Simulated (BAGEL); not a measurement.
# AlCNF2 (SMILES N#[C][Al]([F])[F]) at HF/STO-3G (density fitting with qzvpp-jkfit)

What is the vertical electron affinity of AlCNF2 at HF/STO-3G (density fitting with qzvpp-jkfit)? 

The calculation is run with BAGEL 1.2.2.

### Step 1. Starting point

The species is AlCNF2 (5 atoms), meant as a singlet with charge 0. As SMILES, `N#[C][Al]([F])[F]`. The shape is that of a PBE0-D4/def2-TZVP optimisation.

Bond lengths: N1–C2 1.152 Å, C2–Al3 1.905 Å, Al3–F4 1.627 Å, Al3–F5 1.627 Å. Angles: N1–C2–Al3 180.0°, C2–Al3–F4 119.3°, C2–Al3–F5 119.3°, F4–Al3–F5 121.5°.

### Step 2. A single-point energy at HF/STO-3G (density fitting with qzvpp-jkfit)

File hf.json:

```json
{ "bagel": [

{
  "title": "molecule",
  "basis": "sto-3g",
  "df_basis": "qzvpp-jkfit",
  "angstrom": true,
  "geometry": [
    { "atom": "N", "xyz": [    1.528500,   -1.248600,    1.351800 ] },
    { "atom": "C", "xyz": [    0.794100,   -0.651900,    0.694100 ] },
    { "atom": "Al", "xyz": [   -0.419700,    0.334400,   -0.393100 ] },
    { "atom": "F", "xyz": [   -1.703400,   -0.425200,   -1.042500 ] },
    { "atom": "F", "xyz": [   -0.149600,    1.917700,   -0.651800 ] }
  ]
},
{ "title": "hf" },
{ "title": "print", "file": "orbitals.molden", "orbitals": true }

]}
```

The run is started by

```console
BAGEL_NUM_THREADS=1 BAGEL hf.json > hf.out
```

Log:

```text
* using 1 threads per process

  ===============================================================
  ===============================================================

  *** Geometry ***

  { "atom" : "N", "xyz" : [      2.888446,     -2.359512,      2.554532 ] },
  { "atom" : "C", "xyz" : [      1.500632,     -1.231912,      1.311659 ] },
  { "atom" : "Al", "xyz" : [     -0.793118,      0.631924,     -0.742851 ] },
  { "atom" : "F", "xyz" : [     -3.218959,     -0.803512,     -1.970039 ] },
  { "atom" : "F", "xyz" : [     -0.282703,      3.623928,     -1.231723 ] },

  Number of auxiliary basis functions:      434

  Since a DF basis is specified, we compute 2- and 3-index integrals:
    o Being stored without compression. Storage requirement is 0.003 GB

  Number of basis functions:       29
  Number of electrons      :       44

    * METHOD: MOLECULE                             0.10

  *** RHF ***

  === Nuclear Repulsion ===
   182.9006604244

      * DIIS with orbital gradients will be used.

  === RHF iteration (sto-3g) ===
      0       -526.12977977          0.03024930           0.01
      1       -526.23850023          0.02430060           0.01
      2       -526.33582851          0.00286955           0.01
      3       -526.33773055          0.00055499           0.01
      4       -526.33791965          0.00011509           0.01
      5       -526.33792768          0.00002734           0.01
      6       -526.33792812          0.00001382           0.01
      7       -526.33792826          0.00000641           0.01
      8       -526.33792829          0.00000336           0.01
      9       -526.33792829          0.00000106           0.01
     10       -526.33792829          0.00000020           0.01
     11       -526.33792829          0.00000006           0.01
     12       -526.33792829          0.00000001           0.01
     13       -526.33792829          0.00000001           0.01
    * SCF iteration converged.

    * Permanent dipole moment:
           (    0.659299,    -0.535635,     0.590291) a.u.

    * METHOD: HF                                   0.24

    * METHOD: PRINT                                0.00

  ===============================================================
```

It took 0.5 s on 1 thread of Arm Neoverse V2, shared host; peak memory 0.082 GiB.

### Step 3. The doublet anion, same level

File calc.json:

```json
{ "bagel": [

{
  "title": "molecule",
  "basis": "sto-3g",
  "df_basis": "qzvpp-jkfit",
  "angstrom": true,
  "geometry": [
    { "atom": "N", "xyz": [    1.528500,   -1.248600,    1.351800 ] },
    { "atom": "C", "xyz": [    0.794100,   -0.651900,    0.694100 ] },
    { "atom": "Al", "xyz": [   -0.419700,    0.334400,   -0.393100 ] },
    { "atom": "F", "xyz": [   -1.703400,   -0.425200,   -1.042500 ] },
    { "atom": "F", "xyz": [   -0.149600,    1.917700,   -0.651800 ] }
  ]
},
{ "title": "uhf", "charge": -1, "nopen": 1 },
{ "title": "print", "file": "orbitals.molden", "orbitals": true }

]}
```

The run is started by

```console
BAGEL_NUM_THREADS=1 BAGEL calc.json > calc.out
```

Log:

```text
* using 1 threads per process

  ===============================================================
  ===============================================================

  *** Geometry ***

  { "atom" : "N", "xyz" : [      2.888446,     -2.359512,      2.554532 ] },
  { "atom" : "C", "xyz" : [      1.500632,     -1.231912,      1.311659 ] },
  { "atom" : "Al", "xyz" : [     -0.793118,      0.631924,     -0.742851 ] },
  { "atom" : "F", "xyz" : [     -3.218959,     -0.803512,     -1.970039 ] },
  { "atom" : "F", "xyz" : [     -0.282703,      3.623928,     -1.231723 ] },

  Number of auxiliary basis functions:      434

  Since a DF basis is specified, we compute 2- and 3-index integrals:
    o Being stored without compression. Storage requirement is 0.003 GB

  Number of basis functions:       29
  Number of electrons      :       44

    * METHOD: MOLECULE                             0.10

  *** Open-shell HF ***

  === Nuclear Repulsion ===
   182.9006604244

      * DIIS with orbital gradients will be used.

  === UHF iteration (sto-3g) ===
      0       -525.86975664          0.04847257           0.03
      1       -525.99525254          0.03463005           0.03
      2       -526.02973487          0.02636647           0.03
      3       -526.06574495          0.00242128           0.03
      4       -526.07000991          0.00191262           0.03
      5       -526.07262398          0.00132370           0.03
      6       -526.07470769          0.00042768           0.03
      7       -526.07493637          0.00023760           0.03
      8       -526.07515291          0.00011553           0.03
      9       -526.07521587          0.00008307           0.03
     10       -526.07527633          0.00007206           0.03
     11       -526.07541944          0.00005444           0.03
     12       -526.07559775          0.00002329           0.03
     13       -526.07560543          0.00000620           0.03
     14       -526.07560671          0.00000269           0.03
     15       -526.07560672          0.00000043           0.03
     16       -526.07560672          0.00000017           0.03
     17       -526.07560672          0.00000010           0.03
     18       -526.07560672          0.00000004           0.03
     19       -526.07560672          0.00000002           0.03
     20       -526.07560672          0.00000001           0.03
     21       -526.07560672          0.00000001           0.03
    * SCF iteration converged.

    * S^2 (UHF) is 0.8525

    * Permanent dipole moment:
           (    0.901623,    -0.732601,     0.807654) a.u.

    * METHOD: UHF                                  0.63

    * METHOD: PRINT                                0.00

  ===============================================================
```

Run time: 0.91 s. Hardware: 1 thread of Arm Neoverse V2, shared host; peak memory 0.082 GiB.

### Step 4. Results

At HF/STO-3G (density fitting with qzvpp-jkfit):

```
                                         quantity          value
                     singlet AlCNF2: total energy  -526.33793 Eh
                    singlet AlCNF2: dipole moment         2.63 D
                      singlet AlCNF2: HOMO energy      -10.73 eV
                      singlet AlCNF2: LUMO energy        7.49 eV
                    singlet AlCNF2: HOMO–LUMO gap       18.22 eV
                      doublet anion: total energy  -526.07561 Eh
                              doublet anion: ⟨S²⟩          0.853
vertical electron affinity (to the doublet anion)      -7.138 eV
```

**Reading.** The anion lies 7.14 eV (689 kJ/mol) above the neutral: the electron isn't bound at this level, and such a value depends on the basis. Without diffuse functions anions come out too high. Hartree–Fock misses the correlation that binds many anions. In a minimal basis such a difference can be off by several eV, whatever the method. ⟨S²⟩ (doublet anion) is 0.85 where a pure doublet has 0.75: the reference is spin-contaminated.
